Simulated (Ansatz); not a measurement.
# KVF3: the cost of one run

Program: Ansatz 0.2.0. Level of theory: DFT r2SCAN, scalar-relativistic, plane waves, PAW. These are calculated values, not measurements.

**1. Starting point**

It takes space group Pm-3m (No. 221, cubic). The conventional cell has a = 4.131 Å, b = 4.131 Å, c = 4.131 Å, α = 90.00°, β = 90.00°, γ = 90.00°. K (site symmetry m-3m) has 12 F at 2.92 Å in its first shell of neighbours. Around V (site symmetry m-3m) lie 6 F at 2.07 Å. F (site symmetry 4/mmm) is surrounded by 2 V at 2.07 Å and 4 K at 2.92 Å.

Structure file:

```
CELL_PARAMETERS angstrom
4.13100 0.00000 0.00000
0.00000 4.13100 0.00000
0.00000 0.00000 4.13100
ATOMIC_POSITIONS crystal
K 0.00000 0.00000 0.00000
V 0.50000 0.50000 0.50000
F 0.50000 0.50000 0.00000
F 0.00000 0.50000 0.50000
F 0.50000 0.00000 0.50000
```

(A quick probe on a coarse mesh, which set the mesh and smearing, is not shown.)

**3. Relaxing cell and atoms**

File input.yaml:

```yaml
crystal:
  lattice:
    - [4.131, 0.0, 0.0]
    - [0.0, 4.131, 0.0]
    - [0.0, 0.0, 4.131]
  atoms:
    - { symbol: K, position: [0.0, 0.0, 0.0] }
    - { symbol: V, position: [0.5, 0.5, 0.5], spin: 2.48 }
    - { symbol: F, position: [0.5, 0.5, 0.0] }
    - { symbol: F, position: [0.0, 0.5, 0.5] }
    - { symbol: F, position: [0.5, 0.0, 0.5] }
basis:
  ecutwfc: 500
kpoints:
  mp_grid: { grid: [8, 8, 8] }
hamiltonian:
  xc: r2scan
scf:
  occupations: { method: gaussian, width: 0.02 }
output:
  forces: true
  stress: true
  eigenvalues: true
  populations: true
magnetization:
  spin_polarized: true
relax:
  adjacent_minimum: "off"
  f_tol: 0.01
  max_steps: 80
  cell: { stress_tol: 0.05 }
```

Launch:

```bash
$ ansatz run input.yaml --threads 1 --pin off --max-ram 2560MiB --backend cpu --events-out ev --progress --plain --runs-dir out
```

**Question.** How long does this run take on 1 thread of Arm Neoverse V2, shared host, and how much memory does it need?

About 67 s, with a peak of 0.6 GiB.
